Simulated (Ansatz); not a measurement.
# CH6GeOTe: a ladder of functionals and wavefunction methods

The task here is to estimate one member of a computed series from the others.

Program: Ansatz 0.2.0, Gaussian basis. Level of theory: functionals in def2-TZVPP, the program's frozen cores in correlated methods. These are calculated values, not measurements.

Levels to be run: PBE-D4, r2SCAN-D4, PBE0-D4, B3LYP-D4, ωB97X-V, ωB97M-V, B2PLYP; CCSD(T)/def2-TZVPP; MP2/def2-QZVPP; extrapolation to the limit.

## The geometry

All runs share one geometry, relaxed beforehand with PBE0-D4 in a triple-zeta def2 set. Te takes the def2 core potential; no spin-orbit term is included.

SMILES `OC[Te][GeH3]`, 10 atoms, charge 0, spin multiplicity 1.

Atoms are counted from 1 here; the program's logs count them from 0.

Bond lengths: O1–C2 1.387 Å, O1–H5 0.961 Å, C2–Te3 2.188 Å, C2–H6 1.094 Å, C2–H7 1.089 Å, Te3–Ge4 2.549 Å, Ge4–H8 1.541 Å, Ge4–H9 1.539 Å, Ge4–H10 1.534 Å. Angles: C2–O1–H5 109.3°, O1–C2–Te3 115.0°, O1–C2–H6 113.7°, O1–C2–H7 107.7°, Te3–C2–H6 106.1°, Te3–C2–H7 104.7°, H6–C2–H7 109.2°, C2–Te3–Ge4 93.9°, Te3–Ge4–H8 110.8°, Te3–Ge4–H9 110.2°, Te3–Ge4–H10 107.7°, H8–Ge4–H9 108.5°, H8–Ge4–H10 109.4°, H9–Ge4–H10 110.3°.

Set-up of the first run:

in.yaml

```yaml
crystal:
  periodic: [false, false, false]
  atoms:
    - {symbol: O, position_ang: [-1.748670, 0.953996, 1.175668]}
    - {symbol: C, position_ang: [-0.858199, 1.347843, 0.188354]}
    - {symbol: Te, position_ang: [1.249133, 0.971632, 0.640146]}
    - {symbol: Ge, position_ang: [1.264273, -1.313868, -0.487855]}
    - {symbol: H, position_ang: [-1.664984, 0.007046, 1.318572]}
    - {symbol: H, position_ang: [-1.047443, 0.884129, -0.783907]}
    - {symbol: H, position_ang: [-0.931450, 2.429367, 0.089223]}
    - {symbol: H, position_ang: [0.259168, -2.264743, 0.190276]}
    - {symbol: H, position_ang: [0.881502, -1.176280, -1.971737]}
    - {symbol: H, position_ang: [2.679867, -1.890224, -0.355739]}
basis:
  gaussian: {orbitals: def2-TZVPP}
hamiltonian: {xc: pbe, dispersion: d4}
output: {forces: true, orbitals: {seedname: orbitals}}
```

The run is started by

```console
$ ansatz run in.yaml --threads 4 --pin off --events-out ev --progress --plain --max-ram 10444MiB
```

Among the steps run: PBE-D4 (GGA); r2SCAN-D4 (meta-GGA); PBE0-D4 (hybrid); B3LYP-D4 (hybrid); ωB97X-V (range-separated); ωB97M-V (range-separated); B2PLYP (double hybrid); CCSD(T) in def2-TZVPP; MP2 in def2-QZVPP.

One of the session's tables, all rows but one given; the rest of the session is left out.

It belongs to the step «Atomisation energies». 

| method | atomisation energy (eV) |
| --- | --- |
| PBE-D4 | 32.253 |
| r2SCAN-D4 | 31.811 |
| PBE0-D4 | 31.620 |
| B3LYP-D4 | 31.657 |
| ωB97X-V | 31.865 |
| ωB97M-V | 31.567 |
| B2PLYP | 31.265 |
| HF/def2-TZVPP | 21.866 |
| MP2/def2-TZVPP | ? |
| CCSD/def2-TZVPP | 30.535 |
| CCSD(T)/def2-TZVPP | 31.088 |
| MP2/CBS | 32.250 |
| CCSD(T)/CBS | 32.037 |

**Question.** Estimate the row for MP2/def2-TZVPP.

**Answer.** atomisation energy (eV): 31.301. In the column «atomisation energy (eV)» it lies between B2PLYP (31.265) and ωB97M-V (31.567).

Caveats from the session: Free atoms (1 O, 1 C, 1 Te, 1 Ge, 6 H) were run apart at each level; the atomisation energy is their sum less the molecule, without zero-point or spin-orbit terms.
